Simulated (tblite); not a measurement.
# AlNH5F (SMILES [NH3+][AlH2-][F]) at GFN2-xTB

What is the electronic atomisation energy of AlNH5F at GFN2-xTB? 

The results are computed with tblite 0.8.0.

18 further runs of the same task are left out: 18 set aside as unsound or not needed.

## Step 1: Starting point

The species is AlNH5F (8 atoms), meant as a singlet with charge 0. SMILES: `[NH3+][AlH2-][F]`. Geometry: optimised at GFN2-xTB.

Bond lengths: N1–Al2 2.074 Å, Al2–F3 1.661 Å, N1–H4 1.018 Å, N1–H5 1.015 Å, N1–H6 1.018 Å, Al2–H7 1.544 Å, Al2–H8 1.544 Å. Some angles: N1–Al2–F3 94.3°, N1–Al2–H7 100.8°, N1–Al2–H8 100.8°, F3–Al2–H7 116.7°, F3–Al2–H8 116.7°, Al2–N1–H4 108.2°, Al2–N1–H5 115.4°, Al2–N1–H6 108.1°, H7–Al2–H8 119.9°, H4–N1–H5 108.5°.

## Step 2: Vibrational wavenumbers at GFN2-xTB

molecule.xyz reads:

```xyz
8

N     -0.574141     0.776412    -0.227304
Al     0.570083    -0.897425     0.211243
F      1.770008    -0.032837     0.966320
H     -0.007200     1.411379    -0.786440
H     -1.439654     0.593498    -0.725227
H     -0.797608     1.246025     0.648348
H      0.878932    -1.417225    -1.209982
H     -0.400420    -1.679837     1.123031
```

calc.py reads:

```python
import json
import numpy as np
from tblite.interface import Calculator
from tblite.interface import symbols_to_numbers
from ase.data import atomic_masses

symbols = list(map(str, np.loadtxt("molecule.xyz", skiprows=2, usecols=0, dtype=str, ndmin=1)))
numbers = np.array(symbols_to_numbers(symbols))
positions = np.loadtxt("molecule.xyz", skiprows=2, usecols=(1, 2, 3), ndmin=2) / 0.5291772

calc = Calculator("GFN2-xTB", numbers, positions, charge=0, uhf=0)
calc.set("verbosity", 0)
calc.set("accuracy", 0.01)
wfn = calc.singlepoint()
h = 0.005  # bohr
n = positions.size
H, D = np.zeros((n, n)), np.zeros((n, 3))
for a in range(n):
    g, d = [], []
    for sign in (1, -1):
        x = positions.ravel().copy()
        x[a] += sign * h
        calc.update(x.reshape(-1, 3))
        y = calc.singlepoint()
        g.append(y.get('gradient').ravel())
        d.append(y.get('dipole'))
    H[a], D[a] = (g[0] - g[1]) / (2 * h), (d[0] - d[1]) / (2 * h)
mass = np.repeat(atomic_masses[numbers], 3)
H = (H + H.T) / 2 / np.sqrt(np.outer(mass, mass))
# project out translations and rotations
com = positions - atomic_masses[numbers] @ positions / atomic_masses[numbers].sum()
T = [np.tile(v, len(numbers)) for v in np.eye(3)] + [np.cross(com, v).ravel() for v in np.eye(3)]
U, sv, _ = np.linalg.svd((np.array(T) * np.sqrt(mass)).T)
Q = U[:, (sv > 1e-3 * sv.max()).sum():]
w, V = np.linalg.eigh(Q.T @ H @ Q)
freq = np.sign(w) * np.sqrt(np.abs(w)) * 5140.487
inten = (((Q @ V).T / np.sqrt(mass)) @ D) ** 2
inten = inten.sum(axis=1) * 974.88
print(f"E = {wfn.get('energy'):.8f} Eh, max gradient {np.abs(wfn.get('gradient')).max():.2e} Eh/bohr")
print("mode   frequency/cm^-1   IR/(km/mol)")
for i, (v, s) in enumerate(zip(freq, inten), 1):
    print(f"{i:4d} {v:14.2f} {s:14.3f}")
zpe = freq[freq > 0].sum() / 2 / 219474.63
print(f"imaginary modes: {(freq < -10).sum()}, zero-point energy {zpe:.6f} Eh = {zpe * 627.5095:.4f} kcal/mol")
out = {k: np.asarray(wfn.get(k)).tolist() for k in ("energy", "gradient", "charges", "dipole", "orbital-energies", "orbital-occupations")}
out.update(symbols=symbols, positions=(positions * 0.529177210903).tolist(), frequencies=freq.tolist(), intensities=inten.tolist(), zpe=zpe)
json.dump(out, open("results.json", "w"))
```

Command:

```sh
$ python calc.py
```

Output:

```text
E = -11.38259297 Eh, max gradient 2.77e-05 Eh/bohr
mode   frequency/cm^-1   IR/(km/mol)
   1          94.67          0.026
   2         132.97         14.822
   3         233.20          6.608
   4         352.73          3.403
   5         372.61         45.639
   6         420.24          6.814
   7         500.76        206.522
   8         652.89        453.903
   9         715.09         88.979
  10         839.54        431.205
  11        1213.57        270.016
  12        1483.23         38.537
  13        1486.17         51.502
  14        1778.86        546.493
  15        1798.29         79.799
  16        3362.25         12.229
  17        3362.89         31.199
  18        3411.43         20.253
imaginary modes: 0, zero-point energy 0.050601 Eh = 31.7528 kcal/mol
```

Wall time 0.32 s (1 thread of Intel Xeon Platinum 8375C at 2.90GHz (Ice Lake), shared host).

## Step 3: The Al atom: a single-point energy at GFN2-xTB

script.py reads:

```python
"""GFN2-xTB single point with ASE"""
import json
import numpy as np
from ase import Atom, Atoms
from tblite.ase import TBLite
from ase.units import kcal, mol as mol_
from ase.units import Debye

system = Atoms([
    Atom("Al", (0.000000, 0.000000, 0.000000)),
])
start = system.get_positions()

system.calc = TBLite(
    method="GFN2-xTB",
    charge=0,
    multiplicity=2,
    accuracy=0.1,
    spin_polarization=1.0,
    verbosity=0,
)
print(f"E: {system.get_potential_energy() / (kcal / mol_):.6f} kcal/mol")
print(f"Dipole: {np.linalg.norm(system.get_dipole_moment()) / Debye:.4f} D")
print("Charges:", np.round(system.get_charges(), 4))
json.dump(dict(energy=system.get_potential_energy(), forces=system.get_forces().tolist(), dipole=system.get_dipole_moment().tolist(), charges=system.get_charges().tolist(),
               symbols=system.get_chemical_symbols(), start=start.tolist(), final=system.positions.tolist()), open("results.json", "w"))
```

Run the same way, it converges to -0.91232 Eh (log not shown).

## Step 4: The F atom: a single-point energy at GFN2-xTB

job.py reads:

```python
import json
import numpy as np
from ase import Atoms
from ase.units import Bohr
from tblite.ase import TBLite
from ase.units import Hartree
from ase.units import Debye

atoms = Atoms(["F"], positions=Bohr * np.array([
    [0.000000, 0.000000, 0.000000],
]))
start = atoms.get_positions()

atoms.calc = TBLite(
    method="GFN2-xTB",
    charge=0,
    multiplicity=2,
    accuracy=0.1,
    spin_polarization=1.0,
    verbosity=0,
)
print(f"Potential energy: {atoms.get_potential_energy() / Hartree:.6f} Eh")
print(f"Dipole: {np.linalg.norm(atoms.get_dipole_moment()) / Debye:.4f} D")
print("Charges:", np.round(atoms.get_charges(), 4))
json.dump(dict(energy=atoms.get_potential_energy(), forces=atoms.get_forces().tolist(), dipole=atoms.get_dipole_moment().tolist(), charges=atoms.get_charges().tolist(),
               symbols=atoms.get_chemical_symbols(), start=start.tolist(), final=atoms.positions.tolist()), open("results.json", "w"))
```

Run the same way, it converges to -4.63430 Eh (log not shown).

## Step 5: The H atom: a single-point energy at GFN2-xTB

molecule.xyz reads:

```xyz
1

H      0.000000     0.000000     0.000000
```

run.py reads:

```python
import json
import numpy as np
from ase.io import read
from tblite.ase import TBLite
from ase.units import Hartree
from ase.units import Debye

atoms = read("molecule.xyz")
start = atoms.get_positions()

atoms.calc = TBLite(
    method="GFN2-xTB",
    charge=0,
    multiplicity=2,
    accuracy=0.1,
    spin_polarization=1.0,
)
print(f"Energy: {atoms.get_potential_energy() / Hartree:.6f} Eh")
print(f"Dipole: {np.linalg.norm(atoms.get_dipole_moment()) / Debye:.4f} D")
print("Charges:", np.round(atoms.get_charges(), 4))
json.dump(dict(energy=atoms.get_potential_energy(), forces=atoms.get_forces().tolist(), dipole=atoms.get_dipole_moment().tolist(), charges=atoms.get_charges().tolist(),
               symbols=atoms.get_chemical_symbols(), start=start.tolist(), final=atoms.positions.tolist()), open("results.json", "w"))
```

Command:

```sh
$ python run.py
```

Output:

```text
------------------------------------------------------------
  cycle        total energy    energy error   density error
------------------------------------------------------------
      1    -0.4292952639310  -4.2929526E-01   2.2360680E-01
      2    -0.4292952639310   0.0000000E+00   1.3416408E-01
      3    -0.4292952639310   0.0000000E+00   8.0490398E-06
      4    -0.4292952639310   0.0000000E+00   6.2559861E-15
------------------------------------------------------------

 total:                                   0.000 sec
Energy: -0.429295 Eh
Dipole: 0.0000 D
Charges: [0.]
```

Run time: 0.75 s. Hardware: 1 thread of Intel Xeon Platinum 8375C at 2.90GHz (Ice Lake), shared host; peak memory 0.086 GiB.

## Step 6: The N atom: a single-point energy at GFN2-xTB

calc.py reads:

```python
"""GFN2-xTB single point"""
import json
import numpy as np
from tblite.interface import Calculator

symbols = ["N"]
numbers = np.array([7])
positions = np.array([
    [0.000000, 0.000000, 0.000000],
]) / 0.52917721  # angstrom to bohr

calculator = Calculator("GFN2-xTB", numbers, positions, charge=0, uhf=3)
calculator.set("accuracy", 0.1)
calculator.add("spin-polarization", 1.0)
sp = calculator.singlepoint()

print(f"E(total): {sp.get('energy') * 2625.4996:.8f} kJ/mol")
eps = np.atleast_2d(sp.get("orbital-energies")) * 27.211386
occ = np.atleast_2d(sp.get("orbital-occupations"))
filled = occ.sum(axis=0) if eps.shape[0] == 1 else occ[0]
homo = np.nonzero(filled > 0.5)[0].max()
print("  MO   occupation   energy/eV")
for i in range(max(0, homo - 4), min(eps.shape[1], homo + 5)):
    print(f"{i + 1:4d} {filled[i]:10.4f} {eps[0, i]:12.4f}")
mu = sp.get("dipole") * 2.541746
print(f"|mu|: {np.linalg.norm(mu):.4f} D, components " + " ".join(f"{c:.4f}" for c in mu))
q = sp.get("charges")
print("Charges:", " ".join(f"{s}{i + 1}={c:+.4f}" for i, (s, c) in enumerate(zip(symbols, q))))
out = {k: np.asarray(sp.get(k)).tolist() for k in ("energy", "gradient", "charges", "dipole", "orbital-energies", "orbital-occupations")}
out.update(symbols=symbols, positions=(positions * 0.529177210903).tolist())
json.dump(out, open("results.json", "w"))
```

Run the same way, it converges to -2.72035 Eh (log not shown).

## Step 7: Outcome

At GFN2-xTB:

| quantity | value |
| --- | --- |
| molecule: total energy | -11.38259 Eh |
| molecule: dipole moment | 5.91 D |
| molecule: HOMO energy | -10.18 eV |
| molecule: LUMO energy | -3.63 eV |
| molecule: HOMO–LUMO gap | 6.54 eV |
| molecule: largest force on an atom | 0.002 eV/Å |
| molecule: lowest harmonic wavenumber | 95 cm⁻¹ |
| molecule: highest harmonic wavenumber | 3411 cm⁻¹ |
| molecule: zero-point energy | 132.9 kJ/mol |
| Al atom: total energy | -0.91232 Eh |
| Al atom: dipole moment | 0.00 D |
| Al atom: largest force on an atom | 0.000 eV/Å |
| F atom: total energy | -4.63430 Eh |
| F atom: dipole moment | 0.00 D |
| F atom: largest force on an atom | 0.000 eV/Å |
| H atom: total energy | -0.42930 Eh |
| H atom: dipole moment | 0.00 D |
| H atom: largest force on an atom | 0.000 eV/Å |
| N atom: total energy | -2.72035 Eh |
| N atom: dipole moment | 0.00 D |
| N atom: HOMO energy (as the program lists it) | -14.75 eV |
| N atom: largest force on an atom | 0.000 eV/Å |
| electronic atomisation energy | 26.372 eV |

What this shows: Taking the molecule apart into free atoms costs 26.37 eV (608 kcal/mol), before zero-point energy and without spin-orbit coupling. Tight-binding and semi-empirical models aren't fitted to free atoms, so this value can be far from the true one. All 18 modes (molecule) are real, so the shape is a minimum at this level. Mulliken charges (molecule) run from -0.31 on N1 to +0.36 on Al2.
